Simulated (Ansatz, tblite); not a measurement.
# Be13O13 zinc blende bond sphere (Be13O13): spin-state energies by level

Aim: set other spin states of Be13O13 zinc blende bond sphere (Be13O13) against its singlet, on many levels of theory.

Method: as each input shows; program: Ansatz 0.2.0, Gaussian basis.

Levels to be run: triplet, at the geometry of the singlet (GFN1-xTB, GFN2-xTB, PBE0-D4/def2-TZVP, PBE-D4/def2-TZVP); the singlet's energies come from earlier runs.

### Step 1. The relaxed structure

The singlet was relaxed beforehand with PBE-D4/def2-SVP.

26 atoms, charge 0, spin multiplicity 1.

Bond lengths: O1–Be14 1.601 Å, O1–Be15 1.601 Å, O1–Be17 1.626 Å, O2–Be14 1.761 Å, O2–Be16 1.453 Å, O2–Be18 1.596 Å, O3–Be14 1.476 Å, O3–Be19 1.476 Å, O4–Be17 1.626 Å, O4–Be19 1.601 Å, O4–Be20 1.601 Å, O5–Be18 1.596 Å, O5–Be19 1.761 Å, O5–Be21 1.453 Å, O6–Be15 1.761 Å, O6–Be16 1.453 Å, O6–Be22 1.596 Å, O7–Be15 1.476 Å and more. Angles: Be14–O1–Be15 131.9°, Be14–O1–Be17 110.5°, Be15–O1–Be17 110.5°, Be14–O2–Be16 102.4°, Be14–O2–Be18 94.8°, Be16–O2–Be18 104.5°, Be14–O3–Be19 96.7°, Be17–O4–Be19 110.5°, Be17–O4–Be20 110.5°, Be19–O4–Be20 131.9°, Be18–O5–Be19 94.8°, Be18–O5–Be21 104.5°, Be19–O5–Be21 102.4°, Be15–O6–Be16 102.4°, Be15–O6–Be22 94.8°, Be16–O6–Be22 104.5°, Be15–O7–Be23 96.6°, Be17–O8–Be23 110.5° and more.

Geometry (Å):

```csv
atom,x (Å),y (Å),z (Å)
O1,-1.37430,-1.37130,-0.59710
O2,-1.42304,0.53985,-2.46010
O3,-3.35609,0.51131,-0.50260
O4,-1.36912,0.60096,1.37479
O5,-1.41799,2.46371,-0.53659
O6,0.53352,-1.41928,-2.46349
O7,0.50557,-3.35608,-0.50972
O8,0.60106,-1.37264,1.37132
O9,2.46052,-1.42057,-0.54351
O10,0.89294,0.89347,-0.89597
O11,0.54370,2.46235,1.41742
O12,2.46566,0.53730,1.41400
O13,0.51573,0.50903,3.35465
Be14,-2.37810,-0.30645,-1.24665
Be15,-0.31210,-2.37546,-1.25042
Be16,-0.49215,-0.48631,-2.89746
Be17,-0.84630,-0.84635,0.84872
Be18,-0.59730,1.40270,-1.40141
Be19,-2.37400,1.25293,0.31245
Be20,-0.30258,1.25167,2.37604
Be21,-0.48328,2.89882,0.48705
Be22,1.39916,-0.59668,-1.40464
Be23,1.24978,-2.37655,0.30607
Be24,1.25521,-0.30889,2.37332
Be25,2.89911,-0.48862,0.48110
Be26,1.40439,1.40109,0.59275
```

### Step 2. Triplet at the fixed geometry, GFN1-xTB

Tight binding, by tblite at 300 K electronic temperature and without a spin-polarisation term:

```python
tblite.interface.Calculator('GFN1-xTB', numbers, positions, charge=0, uhf=2).singlepoint()
```

Energy -1960.8498 eV; 0.072 s.

### Step 3. Triplet at the fixed geometry, GFN2-xTB

Tight binding, by tblite at 300 K electronic temperature and without a spin-polarisation term:

```python
tblite.interface.Calculator('GFN2-xTB', numbers, positions, charge=0, uhf=2).singlepoint()
```

Energy -1715.1237 eV; 0.12 s.

### Step 4. Triplet at the fixed geometry, PBE0-D4/def2-TZVP

Contents of in.yaml:

```yaml
crystal:
  periodic: [false, false, false]
  atoms:
    - {symbol: O, position_ang: [-1.374302, -1.371305, -0.597105]}
    - {symbol: O, position_ang: [-1.423036, 0.539854, -2.460100]}
    - {symbol: O, position_ang: [-3.356090, 0.511312, -0.502599]}
    - {symbol: O, position_ang: [-1.369119, 0.600958, 1.374795]}
    - {symbol: O, position_ang: [-1.417986, 2.463712, -0.536593]}
    - {symbol: O, position_ang: [0.533522, -1.419285, -2.463487]}
    - {symbol: O, position_ang: [0.505572, -3.356077, -0.509722]}
    - {symbol: O, position_ang: [0.601061, -1.372637, 1.371325]}
    - {symbol: O, position_ang: [2.460519, -1.420572, -0.543509]}
    - {symbol: O, position_ang: [0.892940, 0.893470, -0.895969]}
    - {symbol: O, position_ang: [0.543699, 2.462350, 1.417422]}
    - {symbol: O, position_ang: [2.465658, 0.537300, 1.414001]}
    - {symbol: O, position_ang: [0.515730, 0.509030, 3.354649]}
    - {symbol: Be, position_ang: [-2.378095, -0.306449, -1.246647]}
    - {symbol: Be, position_ang: [-0.312096, -2.375463, -1.250425]}
    - {symbol: Be, position_ang: [-0.492152, -0.486309, -2.897458]}
    - {symbol: Be, position_ang: [-0.846301, -0.846352, 0.848718]}
    - {symbol: Be, position_ang: [-0.597301, 1.402702, -1.401412]}
    - {symbol: Be, position_ang: [-2.373997, 1.252929, 0.312452]}
    - {symbol: Be, position_ang: [-0.302582, 1.251674, 2.376038]}
    - {symbol: Be, position_ang: [-0.483276, 2.898820, 0.487046]}
    - {symbol: Be, position_ang: [1.399156, -0.596682, -1.404643]}
    - {symbol: Be, position_ang: [1.249777, -2.376552, 0.306066]}
    - {symbol: Be, position_ang: [1.255210, -0.308892, 2.373324]}
    - {symbol: Be, position_ang: [2.899109, -0.488621, 0.481096]}
    - {symbol: Be, position_ang: [1.404393, 1.401095, 0.592748]}
basis:
  gaussian: {orbitals: def2-TZVP, fitting: {mean_field: def2-universal-jkfit}}
magnetization: {spin_polarized: true, initial_magnetization: 2}
hamiltonian: {xc: pbe0, dispersion: d4}
scf: {omitted_lower_state_checks: [starts]}
output: {orbitals: {seedname: orbitals}}
```

Run with:

```bash
ansatz run in.yaml --threads 2 --pin off --events-out ev --progress --plain --max-ram 20480MiB --backend cuda --devices 0, --max-vram 18GiB
```

Log:

```text
Functional definition: PBE0
  name "PBE0"
  cite "Adamo & Barone, J. Chem. Phys. 110, 6158 (1999) doi:10.1063/1.478522"
  cite "Perdew, Burke & Ernzerhof, Phys. Rev. Lett. 77, 3865 (1996) doi:10.1103/PhysRevLett.77.3865"
  parent pbe
  parameter a = 0.25
  parameter kappa = 0.804
  parameter beta = 0.06672455060314922
  exchange = (1 - a)*pbe_x(kappa = kappa, mu = beta*pi^2/3) + a*exact_x
  correlation = pbe_c(beta = beta)
these checks for a lower state are left out or cut short: starts
1664 factors; integrals over basis functions are off by at most 3.1e0 eV
mean field evaluation 1: about -31796.4840 eV, gradient 1.2e2 eV
mean field evaluation 2: about -31640.1034 eV, gradient 2.2e2 eV
mean field evaluation 4: about -31839.2568 eV, gradient 3.5e1 eV
mean field evaluation 8: about -31842.9446 eV, gradient 2.1e1 eV
mean field evaluation 16: about -31845.4162 eV, gradient 4.7e-1 eV
mean field evaluation 32: about -31845.4175 eV, gradient 1.6e-3 eV
mean field -31845.41751084 eV, -1170.2975079240 hartree, gradient 9.2e-6 eV, S^2 2.010402; 0 other end points of the search recorded, 0 dependent functions left out
reference -31845.41757428 eV, -1170.2975102555 hartree; 79, 77 occupied and 571, 573 virtual orbitals, 1664 factors
Total energy: -31846.87640881 eV, -1170.3511214356 hartree
Checks for a lower state left out: starts
```

Wall time 9.5 s (1 × H100 (card shared with other runs) with 2 threads of AMD EPYC 7R13, shared host); peak host memory 1.3 GiB.

Report: HOMO -3.10 eV, LUMO -6.72 eV (over both spins; with the spin held, an empty level of the minority spin lies below the top filled one); ⟨S²⟩ 2.010 (pure: 2.00).

### Step 5. Triplet at the fixed geometry, PBE-D4/def2-TZVP

start.molden holds the orbitals of an earlier run on this state, given as this run's starting guess.

Changes to in.yaml since step 4:

```diff
@@ -30,5 +30,5 @@
 basis:
-  gaussian: {orbitals: def2-TZVP, fitting: {mean_field: def2-universal-jkfit}}
+  gaussian: {orbitals: def2-TZVP, fitting: {mean_field: def2-universal-jkfit}, initial_orbitals: start.molden}
 magnetization: {spin_polarized: true, initial_magnetization: 2}
-hamiltonian: {xc: pbe0, dispersion: d4}
+hamiltonian: {xc: pbe, dispersion: d4}
 scf: {omitted_lower_state_checks: [starts]}
```

The command is unchanged.

Log:

```text
Functional definition: PBE
  name "PBE"
  cite "Perdew, Burke & Ernzerhof, Phys. Rev. Lett. 77, 3865 (1996) doi:10.1103/PhysRevLett.77.3865"
  parent pbe
  parameter kappa = 0.804
  parameter beta = 0.06672455060314922
  exchange = pbe_x(kappa = kappa, mu = beta*pi^2/3)
  correlation = pbe_c(beta = beta)
these checks for a lower state are left out or cut short: starts
1664 factors; integrals over basis functions are off by at most 3.1e0 eV
mean field evaluation 1: about -31844.6292 eV, gradient 1.4e1 eV
mean field evaluation 2: about -31845.1293 eV, gradient 5.9e-1 eV
mean field evaluation 4: about -31845.1216 eV, gradient 2.0e-1 eV
mean field evaluation 8: about -31845.1220 eV, gradient 2.2e-5 eV
mean field -31845.12198634 eV, -1170.2866475991 hartree, gradient 2.2e-5 eV, S^2 2.004062; 0 other end points of the search recorded, 0 dependent functions left out
reference -31845.12206993 eV, -1170.2866506709 hartree; 79, 77 occupied and 571, 573 virtual orbitals, 1664 factors
Total energy: -31846.79117889 eV, -1170.3479892939 hartree
Checks for a lower state left out: starts
```

Run time: 8.5 s. Hardware: 1 × H100 (card shared with other runs) with 2 threads of AMD EPYC 7R13, shared host; peak host memory 1.1 GiB.

HOMO -3.00 eV, LUMO -6.72 eV (over both spins; with the spin held, an empty level of the minority spin lies below the top filled one); ⟨S²⟩ 2.004 (pure: 2.00).

### Step 6. Triplet less singlet, vertical

The singlet's energies are those of its earlier runs, whose logs aren't repeated here.

```csv
level,"triplet less singlet, vertical (kJ/mol)",time
GFN1-xTB,+325.4,0.12 s
GFN2-xTB,+335.0,0.2 s
PBE-D4/def2-TZVP,+311.5,12 s
PBE0-D4/def2-TZVP,+413.1,13 s
```

Times add the two runs; a level without a time comes out of a correlated run. Tight binding without a spin term can't rank spin states.

### Step 7. Results

| quantity | value |
| --- | --- |
| triplet less singlet, vertical, functionals in def2-TZVP | +311.5 (PBE-D4) to +413.1 kJ/mol (PBE0-D4) |

**Reading.** All functionals put the triplet above the singlet, over a spread of 101.6 kJ/mol. The checks for a lower triplet were left out, so another state of that spin may lie lower. These are electronic energies, without zero-point motion, entropy or surroundings.
